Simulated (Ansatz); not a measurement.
**Ta: a tetragonal deformation path**

This session takes Ta and sets out to follow a tetragonal deformation at fixed volume.

Program: Ansatz 0.2.0. Level of theory: DFT r2SCAN, scalar-relativistic, plane waves, PAW. These are calculated values, not measurements.

**1. The structure to begin with**

It takes space group Im-3m (No. 229, cubic). The conventional cell has a = 3.303 Å, b = 3.303 Å, c = 3.303 Å, α = 90.00°, β = 90.00°, γ = 90.00°. Around Ta (site symmetry m-3m) lie 8 Ta at 2.86 Å.

Structure file:

```xyz
1
Lattice="-1.6513 1.6513 1.6513 1.6513 -1.6513 1.6513 1.6513 1.6513 -1.6513" Properties=species:S:1:pos:R:3 pbc="T T T"
Ta    0.0000    0.0000    0.0000
```

The cell is taken as given, not relaxed at this level.

**2. Zero of energy**

The reference gives a free energy of -9944.3257 eV, pressure 0.63 GPa, largest force 0.000 eV/Å and gap on the mesh none (metal). It was computed beforehand with the settings of the runs below.

**3. Setting up a tetragonal deformation path**

At fixed volume and fractional coordinates, lengths along (0.000, 0.000, 1.000) are scaled against those across it; ρ is that ratio over its starting value.

**4. At ρ = 0.707**

Contents of input.yaml:

```yaml
crystal:
  lattice:
    - [-1.8535924404, 1.8535924404, 1.3104898553]
    - [1.8535924404, -1.8535924404, 1.3104898553]
    - [1.8535924404, 1.8535924404, -1.3104898553]
  atoms:
    - { symbol: Ta, position: [0.0, 0.0, 0.0] }
basis:
  ecutwfc: 500
kpoints:
  mp_grid: { grid: [22, 22, 22] }
hamiltonian:
  xc: r2scan
scf:
  occupations: { method: gaussian, width: 0.15 }
output:
  forces: true
  stress: true
  eigenvalues: true
```

Started as:

```bash
> ansatz run input.yaml --threads 1 --pin off --max-ram 2560MiB --backend cpu --events-out ev --progress --plain --runs-dir out
```

Further runs follow: At ρ = 1.414; ρ = 0.850; At ρ = 1.200; ρ = 0.780; point ρ = 1.300; point ρ = 0.920; point ρ = 1.100; At ρ = 0.650; ρ = 1.500; At ρ = 0.960; ρ = 1.050.

Before running it: what results should come out? Wanted: highest point.

The runs gave:

| quantity | value |
| --- | --- |
| highest point | 607.1 meV/atom at ρ = 0.650 |

What this shows: The undisturbed cell stays the lowest of the sampled points. No sampled point inside the path is a dip, apart from those named. At ρ = 1.414 the cell takes another symmetry, Fm-3m, 257.2 meV/atom from the start at this fixed volume. The runs treat Ta without spin-orbit coupling.
